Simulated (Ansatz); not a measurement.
**Two self-consistent states of Ni2PO4**

An SCF can end in more than one state. Here Ni2PO4, a structure type of another compound, with these elements put in, is run from each state found earlier: which lies lowest, and what else changes?

All numbers below are computed with Ansatz 0.2.0 (DFT, PBE, plane waves, PAW).

## 1. The cell

Symmetry: Fd-3m, No. 227, cubic system. Conventional cell: a = 8.165 Å, b = 8.165 Å, c = 8.165 Å, α = 90.00°, β = 90.00°, γ = 90.00°. Ni (site symmetry -3m) has 6 O at 2.09 Å as nearest neighbours. Around P (site symmetry -43m) lie 4 O at 1.68 Å. O (site symmetry 3m) is surrounded by 1 P at 1.68 Å and 3 Ni at 2.09 Å.

Coordinates:

```
Ni P O
1.0
     0.00000    4.08262    4.08262
     4.08262    0.00000    4.08262
     4.08262    4.08262    0.00000
Ni P O
4 2 8
Direct
  0.62500 0.62500 0.62500
  0.12500 0.62500 0.62500
  0.62500 0.62500 0.12500
  0.62500 0.12500 0.62500
  0.00000 0.00000 0.00000
  0.25000 0.25000 0.25000
  0.36860 0.36860 0.36860
  0.35580 0.88140 0.88140
  0.36860 0.36860 0.89420
  0.88140 0.35580 0.88140
  0.89420 0.36860 0.36860
  0.88140 0.88140 0.88140
  0.36860 0.89420 0.36860
  0.88140 0.88140 0.35580
```

The states: A, Ni1 up, Ni2 up, Ni3 up, Ni4 down (collinear spin); B, Ni1 up, Ni2 up, Ni3 up, Ni4 up (collinear spin). Each run reads its own saved solution as saved_state.

## 2. State A: the run

input.yaml

```yaml
crystal:
  lattice:
    - [0.0, 4.08262014, 4.08262014]
    - [4.08262014, 0.0, 4.08262014]
    - [4.08262014, 4.08262014, 0.0]
  atoms:
    - { symbol: Ni, position: [0.625, 0.625, 0.625], spin: 2.0 }
    - { symbol: Ni, position: [0.125, 0.625, 0.625], spin: 2.0 }
    - { symbol: Ni, position: [0.625, 0.625, 0.125], spin: 2.0 }
    - { symbol: Ni, position: [0.625, 0.125, 0.625], spin: -2.0 }
    - { symbol: P, position: [0.0, 0.0, 0.0] }
    - { symbol: P, position: [0.25, 0.25, 0.25] }
    - { symbol: O, position: [0.3686, 0.3686, 0.3686] }
    - { symbol: O, position: [0.3558, 0.8814, 0.8814] }
    - { symbol: O, position: [0.3686, 0.3686, 0.8942] }
    - { symbol: O, position: [0.8814, 0.3558, 0.8814] }
    - { symbol: O, position: [0.8942, 0.3686, 0.3686] }
    - { symbol: O, position: [0.8814, 0.8814, 0.8814] }
    - { symbol: O, position: [0.3686, 0.8942, 0.3686] }
    - { symbol: O, position: [0.8814, 0.8814, 0.3558] }
kpoints:
  mp_grid: { grid: [5, 5, 5], shift: [0, 0, 0] }
magnetization:
  spin_polarized: true
scf:
  occupations: { method: cold, width: 0.0104 }
  lower_state_search: "off"
  max_iter: 200
hamiltonian:
  pseudopotentials: { kind: paw }
  xc: pbe
basis:
  ecutwfc: 420
  fft_grid_basis: typed
output:
  forces: true
  stress: true
  eigenvalues: true
  bader: true
  populations: true
  elf: true
  write_potential: true
  volumetric_format: npy
  dos:
    e_range: [-12, 8]
    de: 0.05
    projected: { site_lists: { Ni: [Ni], O: [O], P: [P] } }
checkpoint:
  read: saved_state
```

The program printed (excerpt; [...] marks lines left out):

```text
Warning: checkpoint.read: basis.xc_grid differs: saved 1, current 2 (points along each axis for each point of the dense box; where the key is left out runs that use forces, runs that use the stress, dielectric runs by a finite field, finite-displacement phonons, runs of [...]
Warning: RAYON_NUM_THREADS=2 ignored (pool sized by the plan → 2); use --threads N
[...]
Pseudopotentials: kind: paw
Pseudopotential: Ni, paw, valence charge 18, recommended cutoff 420 eV (normal), Ni.paw.azcp
Pseudopotential: P, paw, valence charge 5, recommended cutoff 420 eV (normal), P.paw.azcp
Pseudopotential: O, paw, valence charge 6, recommended cutoff 420 eV (normal), O.paw.azcp
Functional definition: PBE
[...]
Crystal: 14 atoms, lattice volume = 136.096 Å³
Basis set: ecut = 420 eV, 2685 PW (Γ), exchange–correlation on 80×80×80 points (8 copies of the dense FFT grid, shifted against one another)
Bands: 83, of which v1, the nominal top of the filled ones, is band 65 counted from 1 (64 counted from 0)
Symmetry: 12 space group operations
Space group: R-3m (ITA 166), of the structure as read, at distance tolerance 5.1e-5 Å
Magnetic group: BNS 166.97 (UNI 1327), of the structure as read, at distance tolerance 5.1e-5 Å
k-points: 19 of 125
[...]
Starting moments: Σ|m| = 8 μB on 4 of 14 sites; this step starts from the density that it was given
[...]
SCF iter   1: F=—  HF=-29403.146061 eV  |F-HF|=—  |Δ(HF+E_count)|=         —  Δρ=2.49e-2 (↑1.76e-2 ↓2.49e-2)  dr2=1.11e-1  dr2_m=3.11e-1  M=2.865 μB ∫|m|=5.990 μB  β_m=0.30  ethr=8.57e-5  ⟨swp⟩=3.3  Hψ=17447  notcnv=0
[...]
  atom   6  P      0.02712640    -0.02712640     0.02712640
  atom   7  O     -1.57766017    -1.60590411    -1.57766017
  atom   8  O      1.57766017    -1.57766017    -1.60590411
[...]
--- Stress (GPa, compression-positive) ---
       -5.102711      -0.132375       0.132375
       -0.132375      -5.102711      -0.132375
        0.132375      -0.132375      -5.102711
  P = ⅓ Tr σ = -5.1027 GPa (-51.027 kbar)
--- Band table (eV; the first three rows and the last of 38) ---
[...]
--- Löwdin populations: 14 sites ---
  site symbol       q [e]    m [muB]
     0     Ni     17.0376     1.2695
     1     Ni     17.0376     1.2695
     2     Ni     17.0376     1.2695
     3     Ni     17.0347    -1.2730
     4      P      3.1300    -0.0140
     5      P      3.1300    -0.0140
     6      O      6.8198     0.0400
     7      O      6.8198     0.0400
     8      O      6.8198     0.0400
     9      O      6.8198     0.1268
    10      O      6.8198     0.0400
    11      O      6.8198     0.0400
    12      O      6.8198     0.1268
    13      O      6.8198     0.0400
  spilling = 0.007954 (of n_electrons = 130.000000)
--- Bader charges: 14 sites ---
  site symbol  charge [e]  shift [e]    m [muB]
     0     Ni      1.0576     0.0029     1.3006
     1     Ni      1.0576     0.0029     1.3006
     2     Ni      1.0576     0.0029     1.3006
     3     Ni      1.0602     0.0030    -1.3089
     4      P      3.2390     0.0041    -0.0045
     5      P      3.2390     0.0041    -0.0045
     6      O     -1.3394     0.0004     0.0322
     7      O     -1.3394     0.0005     0.0322
     8      O     -1.3394     0.0005     0.0322
     9      O     -1.3373     0.0004     0.1071
    10      O     -1.3394     0.0005     0.0322
    11      O     -1.3394     0.0004     0.0322
    12      O     -1.3373     0.0004     0.1071
    13      O     -1.3394     0.0005     0.0322
  estimated error of the sums over rays = 7.1e-4 e
```

It took 1.7 min on 2 threads of an Arm CPU, shared host; peak memory 0.66 GiB.

## 3. What state A looks like

Counts of states in windows (eV from the Fermi level; tetrahedra), total and projected:

| from | to | total | up | down | Ni d | O p | P p |
| --- | --- | --- | --- | --- | --- | --- | --- |
| -8.0 | -7.0 | 5.38 | 2.95 | 2.42 | 0.46 | 4.34 | 0.10 |
| -7.0 | -6.0 | 7.77 | 3.93 | 3.85 | 0.71 | 6.62 | 0.07 |
| -6.0 | -5.0 | 11.85 | 6.01 | 5.85 | 2.22 | 9.27 | 0.09 |
| -5.0 | -4.0 | 6.98 | 3.10 | 3.88 | 0.60 | 6.19 | 0.05 |
| -4.0 | -3.0 | 0.44 | 0.35 | 0.09 | 0.40 | 0.01 | 0.00 |
| -3.0 | -2.0 | 11.39 | 7.44 | 3.96 | 10.22 | 0.70 | 0.14 |
| -2.0 | -1.0 | 19.12 | 10.20 | 8.92 | 16.30 | 2.33 | 0.12 |
| -1.0 | 0.0 | 2.84 | 0.48 | 2.36 | 2.43 | 0.16 | 0.07 |
| 0.0 | 1.0 | 6.31 | 1.60 | 4.72 | 4.97 | 0.86 | 0.10 |
| 1.0 | 2.0 | 1.03 | 0.56 | 0.47 | 0.09 | 0.23 | 0.04 |
| 2.0 | 3.0 | 2.78 | 1.42 | 1.36 | 0.18 | 0.74 | 0.27 |
| 3.0 | 4.0 | 5.04 | 2.47 | 2.57 | 0.16 | 1.11 | 1.99 |
| 4.0 | 5.0 | 3.12 | 1.53 | 1.59 | 0.08 | 0.74 | 1.32 |

By element, from the tables in the log (a charge is positive for electrons lost): Löwdin charges also hold the electrons that the projection spills.

| element | atoms | Bader charge (e) | Bader volume (Å³) | Löwdin charge (e) | Bader moment, size (μB) |
| --- | --- | --- | --- | --- | --- |
| Ni | 4 | +1.06 | 9.1 | +0.96 | 1.30 to 1.31 |
| P | 2 | +3.24 | 5.1 | +1.87 | 0.00 |
| O | 8 | -1.34 | 11.2 | -0.82 | 0.03 to 0.11 |

Löwdin charges rest on a small set of atomic orbitals that misses 0.8 % of the electrons, so they need not add up to the cell's charge and can differ from Bader's even in sign.

The main site moments: Ni1 up, Ni2 up, Ni3 up, Ni4 down.

## 4. State B: the run

input.yaml, as its differences from that of step 2:

```diff
@@ -6,6 +6,6 @@
   atoms:
-    - { symbol: Ni, position: [0.625, 0.625, 0.625], spin: 2.0 }
-    - { symbol: Ni, position: [0.125, 0.625, 0.625], spin: 2.0 }
-    - { symbol: Ni, position: [0.625, 0.625, 0.125], spin: 2.0 }
-    - { symbol: Ni, position: [0.625, 0.125, 0.625], spin: -2.0 }
+    - { symbol: Ni, position: [0.625, 0.625, 0.625] }
+    - { symbol: Ni, position: [0.125, 0.625, 0.625] }
+    - { symbol: Ni, position: [0.625, 0.625, 0.125] }
+    - { symbol: Ni, position: [0.625, 0.125, 0.625] }
     - { symbol: P, position: [0.0, 0.0, 0.0] }
@@ -22,2 +22,13 @@
   mp_grid: { grid: [5, 5, 5], shift: [0, 0, 0] }
+  band_path:
+    path:
+      - [0.0, 0.0, 0.0]
+      - [0.5, 0.0, 0.5]
+      - [0.625, 0.25, 0.625]
+      - [0.375, 0.375, 0.75]
+      - [0.0, 0.0, 0.0]
+      - [0.5, 0.5, 0.5]
+      - [0.5, 0.25, 0.75]
+      - [0.5, 0.0, 0.5]
+    npoints: 8
 magnetization:
```

The program printed (excerpt; [...] marks lines left out):

```text
Warning: checkpoint.read: basis.xc_grid differs: saved 1, current 2 (points along each axis for each point of the dense box; where the key is left out runs that use forces, runs that use the stress, dielectric runs by a finite field, finite-displacement phonons, runs of [...]
Warning: RAYON_NUM_THREADS=2 ignored (pool sized by the plan → 2); use --threads N
band count auto-derived: 83 (N_el = 130.0; filled up to band 65; 79 by the electrons, moments and atoms)
[...]
[... 5 set-up lines as earlier in the session ...]
[...]
Crystal: 14 atoms, lattice volume = 136.096 Å³
Basis set: ecut = 420 eV, 2685 PW (Γ), exchange–correlation on 80×80×80 points (8 copies of the dense FFT grid, shifted against one another)
[...]
     3     Ni     17.0376     1.2724
     4      P      3.1299    -0.0241
     5      P      3.1299    -0.0241
     6      O      6.8197     0.1237
     7      O      6.8197     0.1237
     8      O      6.8197     0.1237
     9      O      6.8197     0.1237
    10      O      6.8197     0.1237
    11      O      6.8197     0.1237
    12      O      6.8197     0.1237
    13      O      6.8197     0.1237
  spilling = 0.007940 (of n_electrons = 130.000000)
--- Bader charges: 14 sites ---
  site symbol  charge [e]  shift [e]    m [muB]
     0     Ni      1.0582     0.0029     1.3015
     1     Ni      1.0582     0.0029     1.3015
     2     Ni      1.0582     0.0029     1.3015
     3     Ni      1.0582     0.0029     1.3015
     4      P      3.2365     0.0041    -0.0063
     5      P      3.2364     0.0041    -0.0063
     6      O     -1.3382     0.0005     0.1022
     7      O     -1.3382     0.0005     0.1022
     8      O     -1.3382     0.0005     0.1022
     9      O     -1.3382     0.0005     0.1022
    10      O     -1.3382     0.0005     0.1022
    11      O     -1.3383     0.0005     0.1022
    12      O     -1.3382     0.0005     0.1022
    13      O     -1.3382     0.0005     0.1022
  estimated error of the sums over rays = 7.2e-4 e
```

Run time: 84 s. Hardware: 2 threads of an Arm CPU, shared host; peak memory 0.88 GiB.

## 5. State B: levels and charges

States per cell by energy window, from dos.tsv and pdos.tsv (tetrahedra; eV from the Fermi level):

| from | to | total | up | down | Ni d | O p | P p |
| --- | --- | --- | --- | --- | --- | --- | --- |
| -8.0 | -7.0 | 5.08 | 3.08 | 2.00 | 0.44 | 4.11 | 0.09 |
| -7.0 | -6.0 | 7.99 | 4.07 | 3.92 | 0.72 | 6.77 | 0.08 |
| -6.0 | -5.0 | 11.23 | 6.00 | 5.22 | 2.11 | 8.78 | 0.08 |
| -5.0 | -4.0 | 7.70 | 2.84 | 4.85 | 0.70 | 6.78 | 0.06 |
| -4.0 | -3.0 | 0.57 | 0.56 | 0.01 | 0.51 | 0.01 | 0.01 |
| -3.0 | -2.0 | 10.04 | 8.70 | 1.31 | 9.06 | 0.52 | 0.13 |
| -2.0 | -1.0 | 19.48 | 10.72 | 8.77 | 16.57 | 2.41 | 0.12 |
| -1.0 | 0.0 | 3.63 | 0.00 | 3.63 | 3.18 | 0.19 | 0.06 |
| 0.0 | 1.0 | 6.43 | 0.09 | 6.33 | 5.07 | 0.88 | 0.11 |
| 1.0 | 2.0 | 1.03 | 0.60 | 0.43 | 0.08 | 0.23 | 0.04 |
| 2.0 | 3.0 | 2.75 | 1.45 | 1.31 | 0.18 | 0.73 | 0.26 |
| 3.0 | 4.0 | 5.00 | 2.43 | 2.57 | 0.16 | 1.10 | 1.96 |
| 4.0 | 5.0 | 3.19 | 1.51 | 1.68 | 0.08 | 0.76 | 1.35 |

By element, from the tables in the log (a charge is positive for electrons lost): Löwdin charges also hold the electrons that the projection spills.

| element | atoms | Bader charge (e) | Bader volume (Å³) | Löwdin charge (e) | Bader moment, size (μB) |
| --- | --- | --- | --- | --- | --- |
| Ni | 4 | +1.06 | 9.1 | +0.96 | 1.30 |
| P | 2 | +3.24 | 5.1 | +1.87 | 0.01 |
| O | 8 | -1.34 | 11.2 | -0.82 | 0.10 |

Löwdin charges rest on a small set of atomic orbitals that misses 0.8 % of the electrons, so they need not add up to the cell's charge and can differ from Bader's even in sign.

The main site moments: Ni1 up, Ni2 up, Ni3 up, Ni4 up.

## 6. Comparison

| state | free energy (meV/atom) | largest site moment (μB) | size of the net moment (μB/cell) | gap (eV) | pressure (GPa) | largest force (eV/Å) | SCF cycles |
| --- | --- | --- | --- | --- | --- | --- | --- |
| A | 1.8 | 1.28 | 2.99 | metal | -5.1 | 2.75 | 36 |
| B | 0.0 | 1.28 | 6.01 | metal | -4.8 | 2.69 | 8 |

**Reading.** State B lies lowest, 1.8 meV per atom under state A. The atoms are far from rest (forces to 2.7 eV/Å), so order and character hold for this geometry alone. Every run converged, so convergence alone does not show that a state is the lowest.

Caveats: a 3d oxide or halide that comes out metallic without a U or exact exchange, which may be an insulator in nature.
